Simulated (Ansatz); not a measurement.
# C2H6OSi: up Jacob's ladder to CCSD(T)

How much do the methods differ for C2H6OSi? The plan is to run it at one geometry with functionals of several rungs and with coupled cluster. The yardstick is the atomisation energy at the CCSD(T) limit.

Method: functionals in def2-TZVPP, the program's frozen cores in correlated methods; program: Ansatz 0.2.0, Gaussian basis.

Levels to be run: LDA (SPW92), PBE-D4, revPBE-D4, BLYP-D4, r2SCAN-D4, B97M-V, PBE0-D4, B3LYP-D4, r2SCANh-D4, r2SCAN0-D4, HSE06-D4, BHLYP-D4, CAM-B3LYP-D4, LC-ωPBE, ωB97X-V, ωB97M-V, B2PLYP, PBE-QIDH; CCSD(T)/def2-SVP; CCSD(T)/def2-TZVPP; MP2/def2-QZVPP; extrapolation to the limit; RPA on PBE.

## Step 1: Structure used throughout

All runs share one geometry, relaxed beforehand with PBE0-D4 in a triple-zeta def2 set.

SMILES `C=C(O)[SiH3]`, 10 atoms, charge 0, spin multiplicity 1.

Atoms are counted from 1 here; the program's logs count them from 0.

Bond lengths: C1–C2 1.332 Å, C1–H5 1.085 Å, C1–H6 1.081 Å, C2–O3 1.368 Å, C2–Si4 1.875 Å, O3–H7 0.960 Å, Si4–H8 1.489 Å, Si4–H9 1.482 Å, Si4–H10 1.489 Å. Angles: C2–C1–H5 121.4°, C2–C1–H6 120.3°, H5–C1–H6 118.3°, C1–C2–O3 119.1°, C1–C2–Si4 121.2°, O3–C2–Si4 119.8°, C2–O3–H7 110.6°, C2–Si4–H8 109.7°, C2–Si4–H9 109.4°, C2–Si4–H10 109.7°, H8–Si4–H9 110.4°, H8–Si4–H10 107.1°, H9–Si4–H10 110.4°.

## Step 2: LDA

This LDA is Slater exchange with PW92 correlation.

in.yaml

```yaml
crystal:
  periodic: [false, false, false]
  atoms:
    - {symbol: C, position_ang: [-0.939044, 1.131296, -0.643462]}
    - {symbol: C, position_ang: [0.001681, 0.194624, -0.537780]}
    - {symbol: O, position_ang: [0.749247, -0.123622, -1.638457]}
    - {symbol: Si, position_ang: [0.313897, -0.687700, 1.086534]}
    - {symbol: H, position_ang: [-1.122355, 1.644331, -1.582027]}
    - {symbol: H, position_ang: [-1.541733, 1.398880, 0.213197]}
    - {symbol: H, position_ang: [1.387180, -0.808634, -1.427167]}
    - {symbol: H, position_ang: [0.125754, -2.154021, 0.906376]}
    - {symbol: H, position_ang: [-0.617456, -0.169577, 2.115694]}
    - {symbol: H, position_ang: [1.725930, -0.476678, 1.510193]}
basis:
  gaussian: {orbitals: def2-TZVPP}
hamiltonian: {xc: lda}
output: {orbitals: {seedname: orbitals}}
```

On the command line:

```bash
> ansatz run in.yaml --threads 2 --pin off --events-out ev --progress --plain --max-ram 4352MiB
```

The runs that follow: PBE-D4 (GGA); revPBE-D4 (GGA); BLYP-D4 (GGA); r2SCAN-D4 (meta-GGA); B97M-V (meta-GGA); PBE0-D4 (hybrid); B3LYP-D4 (hybrid); r2SCANh-D4 (hybrid); r2SCAN0-D4 (hybrid); HSE06-D4 (hybrid); BHLYP-D4 (hybrid); CAM-B3LYP-D4 (range-separated); LC-ωPBE (range-separated); ωB97X-V (range-separated); ωB97M-V (range-separated); B2PLYP (double hybrid); PBE-QIDH (double hybrid); CCSD(T) in def2-SVP; CCSD(T) in def2-TZVPP; MP2 in def2-QZVPP; RPA on PBE orbitals.

Before running them: what should the planned runs give, taken together? Wanted: atomisation energy, CCSD(T)/CBS; farthest beyond LDA; mean size of error, GGA; mean size of error, meta-GGA; mean size of error, hybrid; mean size of error, range-separated; mean size of error, double hybrid; gap, smallest and largest; T1 diagnostic.

**Answer**, as computed:

| quantity | value |
| --- | --- |
| atomisation energy, CCSD(T)/CBS | 3661.7 kJ/mol |
| functionals within 18.3 kJ/mol (0.5 %) | BLYP-D4, r2SCAN-D4, B97M-V, PBE0-D4, B3LYP-D4, HSE06-D4, CAM-B3LYP-D4, ωB97X-V, ωB97M-V |
| farthest beyond LDA | BHLYP-D4 (-108.1 kJ/mol) |
| mean size of error, GGA | 28.9 kJ/mol |
| mean size of error, meta-GGA | 3.7 kJ/mol |
| mean size of error, hybrid | 31.8 kJ/mol |
| mean size of error, range-separated | 12.9 kJ/mol |
| mean size of error, double hybrid | 39.0 kJ/mol |
| gap, smallest and largest | 4.73 eV (LDA (SPW92)), 11.81 eV (LC-ωPBE) |
| T1 diagnostic | 0.0127 |
| triples share of the correlation energy | 3.9 % |

In words: The LDA atomisation energy is off by 518.9 kJ/mol (14 %): it overbinds. PBE-D4 misses by +61.4 kJ/mol. Double hybrids carry the basis error of their MP2 part in triple zeta, and no dispersion term here, so their miss is partly the set-up's. The rungs meta-GGA, range-separated miss on average by less than the doubt on the reference (18.3 kJ/mol), so they tie. Misses under about 18.3 kJ/mol are within the doubt on the reference itself, which lacks core-valence correlation, relativity and higher excitations. Hartree-Fock recovers 73 % of the binding; the rest is correlation. CCSD(T) in def2-SVP is off by -203.1 kJ/mol, worse than the median functional, from the basis alone. Orbital gaps span 4.7 to 11.8 eV; exact exchange widens them.
